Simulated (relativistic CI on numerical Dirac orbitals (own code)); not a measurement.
# Sm²⁺: one ion under different settings

How much do the settings matter for Sm²⁺? One ion, several inputs.

Method: Dirac-Coulomb-Breit CI, KLI orbitals optimised for each configuration, model QED (radiative potential, 1s self-energy scaled to tabulated hydrogen-like ionisation energies), numerical settings as typed. Code: relativistic CI on numerical Dirac orbitals (own code) version 3.

### Step 1. The system

| Quantity | Value |
| --- | --- |
| ion | Sm²⁺ (Sm III) |
| nuclear charge | 62 |
| electrons | 60 |
| isotope | A = 152 |

### Step 2. Usual settings

Input settings:

```ini
atom Sm  Z=62  charge=2  electrons=60
nucleus A=152  rms_radius_fm=5.0819
hamiltonian dirac-coulomb  breit=on  qed=on  c_scale=1
orbitals kli  potential=per-configuration
slater_scale 1
correlation none
mixing on
grid step=0.0125 r_max=67.1
scf mixing=0.4 start=green max_iterations=150 tolerance=2e-08 node_fill=0.05
configurations
  [Xe] 4f6
end
```

Command:

```bash
python run_levels.py task.json out
```

The settings of every run stand in task.json; they run in order.

### Step 3. Breit term off, tolerance 0.0001

Input settings:

```ini
atom Sm  Z=62  charge=2  electrons=60
nucleus A=152  rms_radius_fm=5.0819
hamiltonian dirac-coulomb  breit=off  qed=on  c_scale=1
orbitals kli  potential=per-configuration
slater_scale 1
correlation none
mixing on
grid step=0.0125 r_max=67.1
scf mixing=0.4 start=green max_iterations=150 tolerance=0.0001 node_fill=0.05
configurations
  [Xe] 4f6
end
```

### Step 4. Nuclear radius 5.5901

Input settings:

```ini
atom Sm  Z=62  charge=2  electrons=60
nucleus A=152  rms_radius_fm=5.5901
hamiltonian dirac-coulomb  breit=on  qed=on  c_scale=1
orbitals kli  potential=per-configuration
slater_scale 1
correlation none
mixing on
grid step=0.0125 r_max=67.1
scf mixing=0.4 start=green max_iterations=150 tolerance=2e-08 node_fill=0.05
configurations
  [Xe] 4f6
end
```

### Step 5. Speed-of-light factor 0.8, start potential thomas-fermi

Input settings:

```ini
atom Sm  Z=62  charge=2  electrons=60
nucleus A=152  rms_radius_fm=5.0819
hamiltonian dirac-coulomb  breit=on  qed=on  c_scale=0.8
orbitals kli  potential=per-configuration
slater_scale 1
correlation none
mixing on
grid step=0.0125 r_max=67.1
scf mixing=0.4 start=thomas-fermi max_iterations=150 tolerance=2e-08 node_fill=0.05
configurations
  [Xe] 4f6
end
```

### Step 6. Potential mixing 1.8

Input settings:

```ini
atom Sm  Z=62  charge=2  electrons=60
nucleus A=152  rms_radius_fm=5.0819
hamiltonian dirac-coulomb  breit=on  qed=on  c_scale=1
orbitals kli  potential=per-configuration
slater_scale 1
correlation none
mixing on
grid step=0.0125 r_max=67.1
scf mixing=1.8 start=green max_iterations=97 tolerance=2e-08 node_fill=0.05
configurations
  [Xe] 4f6
end
```

(Steps that only read results are left out.)

Before running it: what results should come out? Wanted: lowest level, usual settings; total energy; first excitation.

As calculated:

| setting | total energy less usual (Ha) | largest shift of a level among the lowest eight of both runs, same label and place (cm⁻¹) | SCF iterations | time | lowest level | kind of change |
| --- | --- | --- | --- | --- | --- | --- |
| usual | 0 | 0 | 14 | 0.15 s | 4f6 7F0 | - |
| Breit term off, tolerance 0.0001 | -9.29 | 536 | 9 | 0.13 s | 4f6 7F0 | model term |
| nuclear radius 5.5901 | 0.124 | 0.0798 | 14 | 0.15 s | 4f6 7F0 | unphysical constant |
| speed-of-light factor 0.8, start potential thomas-fermi | -257 | 2070 | 15 | 0.15 s | 4f6 7F0 | unphysical constant |
| potential mixing 1.8 | 0 | 0 | 21 | 0.18 s | 4f6 7F0 | extreme, harmless here |

```
                    quantity           value
lowest level, usual settings         4f6 7F0
                total energy  -10413.3445 Ha
            first excitation      271.7 cm⁻¹
```

What this shows: Among the runs whose levels can be followed, they move most under «speed-of-light factor 0.8, start potential thomas-fermi» (unphysical constant), by up to 2070 cm⁻¹. No visible change in the result comes from «potential mixing 1.8». Only the listed configurations are in the model. In a near-neutral ion this small CI can misplace whole configurations by 10,000 cm⁻¹ or more, above all where the count of f electrons changes.
